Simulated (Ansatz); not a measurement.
Geometry optimisation, DFT PBE-D3(BJ), scalar-relativistic, plane waves, PAW in Ansatz.

The input (input.yaml):

```yaml
crystal:
  lattice:
    - [7.398, 0.0, 0.0]
    - [-3.699, 6.406856, 0.0]
    - [0.0, 0.0, 11.0]
  atoms:
    - { symbol: C, position: [0.0, 0.0, 0.0909091] }
    - { symbol: C, position: [0.2222222, 0.1111111, 0.0909091] }
    - { symbol: C, position: [0.0, 0.3333333, 0.0909091] }
    - { symbol: C, position: [0.2222222, 0.4444444, 0.0909091] }
    - { symbol: C, position: [0.0, 0.6666667, 0.0909091] }
    - { symbol: C, position: [0.2222222, 0.7777778, 0.0909091] }
    - { symbol: C, position: [0.3333333, 0.0, 0.0909091] }
    - { symbol: C, position: [0.5555556, 0.1111111, 0.0909091] }
    - { symbol: C, position: [0.3333333, 0.3333333, 0.0909091] }
    - { symbol: C, position: [0.5555556, 0.4444444, 0.0909091] }
    - { symbol: C, position: [0.3333333, 0.6666667, 0.0909091] }
    - { symbol: C, position: [0.5555556, 0.7777778, 0.0909091] }
    - { symbol: C, position: [0.6666667, 0.0, 0.0909091] }
    - { symbol: C, position: [0.8888889, 0.1111111, 0.0909091] }
    - { symbol: C, position: [0.6666667, 0.3333333, 0.0909091] }
    - { symbol: C, position: [0.8888889, 0.4444444, 0.0909091] }
    - { symbol: C, position: [0.6666667, 0.6666667, 0.0909091] }
    - { symbol: C, position: [0.8888889, 0.7777778, 0.0909091] }
    - { symbol: "N", position: [0.1121198, 0.2167891, 0.1472727] }
    - { symbol: H, position: [0.025835, 0.070881, 0.1818182] }
    - { symbol: H, position: [0.2575149, 0.276479, 0.1818182] }
    - { symbol: H, position: [0.0530094, 0.3030073, 0.1818182] }
basis:
  ecutwfc: 420.0
kpoints:
  mp_grid: { grid: [2, 2, 1] }
hamiltonian:
  xc: pbe
  dispersion: d3bj
scf:
  occupations: { method: gaussian, width: 0.02 }
  lower_state_search: "off"
relax:
  f_tol: 0.03
  max_steps: 60
  adjacent_minimum: "off"
```

Command:

```bash
$ ansatz run input.yaml --threads 1 --pin off --max-ram 3072MiB --backend cpu --events-out ev --progress --plain --runs-dir out
```

Problem. Where does it end, and by what steps?

Solution. It converged. The force dipped under the threshold on the way, but the program's further checks kept it going. Limits of this set-up: slab without dipole correction. After 19 steps the energy has fallen by 31.686 eV; N19 moved furthest, 2.42 Å. The start is strongly strained (largest force component 17 eV/Å), so its close contacts needn't be bonds. Parted: C1–N19 (1.52 → 3.74 Å), C1–H20 (1.10 → 3.10 Å), C2–N19 (1.52 → 3.74 Å), C3–N19 (1.59 → 3.73 Å), C3–H22 (1.14 → 3.08 Å), C4–N19 (1.59 → 3.73 Å).

| step | energy less start (eV) | largest force component (eV/Å) | accepted |
| --- | --- | --- | --- |
| 0 | 0.0000 | 17.078 | yes |
| 1 | -9.9441 | 16.674 | yes |
| 2 | -16.2155 | 15.745 | yes |
| 3 | -20.7676 | 11.693 | yes |
| 4 | -24.4011 | 8.898 | yes |
| 5 | -27.0490 | 6.451 | yes |
| 6 | -28.7265 | 4.177 | yes |
| 7 | -29.9185 | 2.241 | yes |
| 8 | -30.6866 | 0.861 | yes |
| 9 | -31.1867 | 0.543 | yes |
| 10 | -31.4659 | 0.454 | yes |
| 11 | -31.5992 | 0.239 | yes |
| 12 | -31.6217 | 0.685 | yes |
| 13 | -31.6586 | 0.153 | yes |
| 14 | -31.4950 | 2.139 | no |
| 15 | -31.6694 | 0.066 | yes |
| 16 | -31.6814 | 0.043 | yes |
| 17 | -31.6851 | 0.047 | yes |
| 18 | -31.6856 | 0.017 | yes |
| 19 | -31.6856 | 0.017 | yes |

```xyz
22
Lattice="7.3980 0.0000 0.0000 -3.6990 6.4069 0.0000 0.0000 0.0000 11.0000" Properties=species:S:1:pos:R:3
C 0.007 -0.016 0.589
C 1.248 0.700 0.588
C -1.233 2.133 0.588
C 0.007 2.848 0.588
C -2.451 4.267 0.594
C -1.233 4.971 0.594
C 2.466 -0.003 0.593
C 3.706 0.712 0.594
C 1.248 2.132 0.589
C 2.466 2.835 0.593
C 0.007 4.255 0.593
C 1.248 4.972 0.594
C 4.947 -0.004 0.593
C 6.165 0.699 0.588
C 3.705 2.119 0.594
C 4.947 2.836 0.593
C 2.466 4.268 0.594
C 3.706 4.984 0.593
N -0.007 1.426 4.041
H -0.060 0.484 3.649
H 0.837 1.845 3.645
H -0.790 1.941 3.632
```

Whether the end is a true minimum wasn't checked by a vibrational analysis.

Run time: 76 s on 1 thread of Intel(R) Xeon(R) 6975P-C (Granite Rapids), on a shared host, peak memory 0.69 GiB.
